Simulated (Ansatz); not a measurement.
# YbAl3: the cost of one run

Program: the Python package of Ansatz 0.2.0. Level of theory: DFT r2SCAN, plane waves, PAW. These are calculated values, not measurements.

### Step 1. Starting point

The structure is cubic, space group Pm-3m (No. 221). The conventional cell has a = 4.292 Å, b = 4.292 Å, c = 4.292 Å, α = 90.00°, β = 90.00°, γ = 90.00°. Around Yb (site symmetry m-3m) lie 12 Al at 3.03 Å. Around Al (site symmetry 4/mmm) lie 4 Yb at 3.03 Å and 8 Al at 3.03 Å.

Input file POSCAR:

```text
YbAl3
1.0
   4.29210000    0.00000000    0.00000000
   0.00000000    4.29210000    0.00000000
   0.00000000    0.00000000    4.29210000
Yb Al
1 3
Direct
   0.00000000    0.00000000    0.00000000
   0.00000000    0.50000000    0.50000000
   0.50000000    0.50000000    0.00000000
   0.50000000    0.00000000    0.50000000
```

### Step 2. The code

ybal3_bands.py reads:

```python
"""Band structure of YbAl3."""

import ansatz
from ase.io import read
import matplotlib.pyplot as plt
import numpy as np


def main() -> None:
    atoms = read("POSCAR", format="vasp")
    crystal = ansatz.Crystal.from_ase(atoms)

    # vertices of the path, as fractions of the reciprocal vectors
    path = [
        ("G", (0.0, 0.0, 0.0)),
        ("X", (0.0, 0.5, 0.0)),
        ("M", (0.5, 0.5, 0.0)),
        ("G", (0.0, 0.0, 0.0)),
        ("R", (0.5, 0.5, 0.5)),
        ("X", (0.0, 0.5, 0.0)),
    ]
    calc = (
        crystal.calculation()
        .functional("r2scan")
        .basis(530)
        .kpoints(6, 6, 6)
        .occupations("fermi_dirac")
        .band_structure([point for _, point in path], intervals=8)
        .scf(extra_bands=10)
        .density_of_states(energy_step=0.1, method="smearing", broadening_width=0.1, projected=True)
        .forces()
    )
    history = []
    res = calc.session().plan().execute(on_event=lambda event: history.append(event["data"]["dr2_ev"]) if event["event"] == "scf_iter" else None)
    summary = res.report
    print("density residual by iteration (eV):", " ".join(f"{value:.1e}" for value in history[:40]))

    print("%-22s %14.5f eV" % ("F = E - TS", summary["free_energy_ev"]))
    print("%-22s %14.5f eV" % ("E", summary["internal_energy_ev"]))
    print("%-22s %14.5f eV" % ("Harris-Foulkes", summary["harris_foulkes_ev"]))
    print("%-22s %14.5f eV" % ("Fermi level", summary["fermi_energy_ev"]))

    dos = res.density_of_states()
    energy = np.asarray(dos.energies_ev) - dos.fermi_ev
    projected = res.projected_density_of_states()
    fig, ax = plt.subplots(figsize=(5, 3.4))
    for name in sorted({site.species for site in projected.sites}):
        curve = sum(np.sum(part.g_bin_mean_per_ev, axis=0) for site in projected.sites if site.species == name for shell in site.shells for part in shell.curves)
        ax.plot(energy, curve, label=name)
        window = (energy > -4) & (energy <= 0)
        print(f"{name}: {curve[window].sum() * (energy[1] - energy[0]):.3f} projected states in the 4 eV under E_F")
    ax.set(xlim=(-8, 6), xlabel="E - E_F (eV)", ylabel="states/eV")
    ax.legend()
    fig.savefig("pdos.png", dpi=100)

    # forces in eV per angstrom
    print("forces (eV/A)")
    for site, force in zip(res.lattice.sites, summary["forces_ev_ang"]):
        print(f"  {site.symbol:2s} {force[0]:9.4f} {force[1]:9.4f} {force[2]:9.4f}")

    bands = res.band_structure()
    fermi = bands.fermi_energy_ev
    print(f"zero of the bands: {fermi:.3f} eV, the Fermi level found on the SCF mesh")
    reciprocal = 2 * np.pi * np.linalg.inv(res.lattice.cell_ang).T
    steps = np.linalg.norm(np.diff(bands.kpoints_frac @ reciprocal, axis=0), axis=1)
    distance = np.concatenate([[0], np.cumsum(steps)])
    fig, ax = plt.subplots(figsize=(5, 4))
    for channel, colour in zip(bands.channels, ("C0", "C3")):
        ax.plot(distance, channel.eigenvalues_ev - fermi, colour, lw=1)
    ax.set_xticks(distance[::8], [label for label, _ in path])
    ax.set(ylim=(-6, 6), ylabel="E - E_F (eV)", xlim=(0, distance[-1]))
    ax.grid(axis="x")
    fig.savefig("bands.png", dpi=100)
    first = bands.channels[0].eigenvalues_ev - fermi
    near = np.argsort(np.abs(first.mean(axis=0)))[:4]
    for band in sorted(near):
        print(f"band {band + 1}: {first[:, band].min():.3f} to {first[:, band].max():.3f} eV")


if __name__ == "__main__":
    main()
```

### Step 3. The calls as engine input

The package turns the script's settings into the engine's input:

```yaml
crystal:
  lattice:
    - [4.2921, 0.0, 0.0]
    - [0.0, 4.2921, 0.0]
    - [0.0, 0.0, 4.2921]
  atoms:
    - { symbol: Yb, position: [0.0, 0.0, 0.0] }
    - { symbol: Al, position: [0.0, 0.5, 0.5] }
    - { symbol: Al, position: [0.5, 0.5, 0.0] }
    - { symbol: Al, position: [0.5, 0.0, 0.5] }
basis:
  ecutwfc: 530.0
kpoints:
  mp_grid:
    grid: [6, 6, 6]
  band_path:
    path:
      - [0.0, 0.0, 0.0]
      - [0.0, 0.5, 0.0]
      - [0.5, 0.5, 0.0]
      - [0.0, 0.0, 0.0]
      - [0.5, 0.5, 0.5]
      - [0.0, 0.5, 0.0]
    npoints: 8
hamiltonian:
  xc: r2scan
scf:
  n_extra_bands: 10
  occupations:
    method: fermi_dirac
output:
  dos:
    de: 0.1
    method:
      smearing:
        sigma: 0.1
    projected: true
  forces: true
```

### Step 4. The run

Launch:

```sh
> python ybal3_bands.py
```

Q: Estimate wall time and peak memory on 1 thread of Arm Neoverse V1, shared host.

About 17 s, with a peak of 0.71 GiB.
